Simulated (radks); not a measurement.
# Kr in [Ar] 3d10 4s1.5 4p6 5p0.5: an all-electron calculation

The task here is to estimate one member of a computed series from the others.

The numbers are computed with radks (a radial shooting solver on a logarithmic mesh, Libxc functionals) version 1 (Dirac Kohn-Sham, BLYP, spin-unpolarised, spherical densities, finite nucleus; open shells are shared between the two j in proportion to 2j + 1), except any that are marked as measured or tabulated.

### What is computed

| Item | Value |
| --- | --- |
| element | krypton (Z = 36) |
| charge | 0 |
| electrons | 36 |
| configuration | [Ar] 3d10 4s1.5 4p6 5p0.5 |
| nuclear rms radius | 4.1884 fm |

The first run:

The run's settings:

```text
Z 36
configuration [Ar] 3d10 4s1.5 4p6 5p0.5
relativity Dirac
functional b88,lyp
spin unpolarised
j_filling average
nucleus finite rms 4.1884 fm
c 137.035999084
```

One of the session's tables, all rows but one given; the rest of the session is left out.

It belongs to the step «Radial structure». From the orbitals of this run (lengths in bohr):

```
level      <r>  outermost maximum (interpolated)  90 % within  nodes
1s1/2  0.04148                            0.0271       0.0742      0
2s1/2   0.1832                             0.154        0.284      1
2p1/2   0.1573                             0.121        0.257      0
2p3/2   0.1613                             0.124        0.263      0
3s1/2   0.5303                             0.467        0.789      2
3p1/2   0.5335                             0.457        0.814      1
3p3/2   0.5440                             0.466        0.830      1
3d3/2   0.5534                             0.409        0.907      0
3d5/2   0.5573                             0.412        0.913      0
4s1/2    1.548                              1.33         2.30      3
4p1/2    1.850                              1.50         2.83      2
4p3/2    1.893                              1.54         2.90      2
5p1/2    9.178                              7.63         14.1      3
5p3/2        ?                                 ?            ?      ?
```

Estimate the missing values for 5p3/2.

The run gave: <r>: 9.337; outermost maximum (interpolated): 7.78; 90 % within: 14.3; nodes: 3. In the column «<r>» it is the highest.
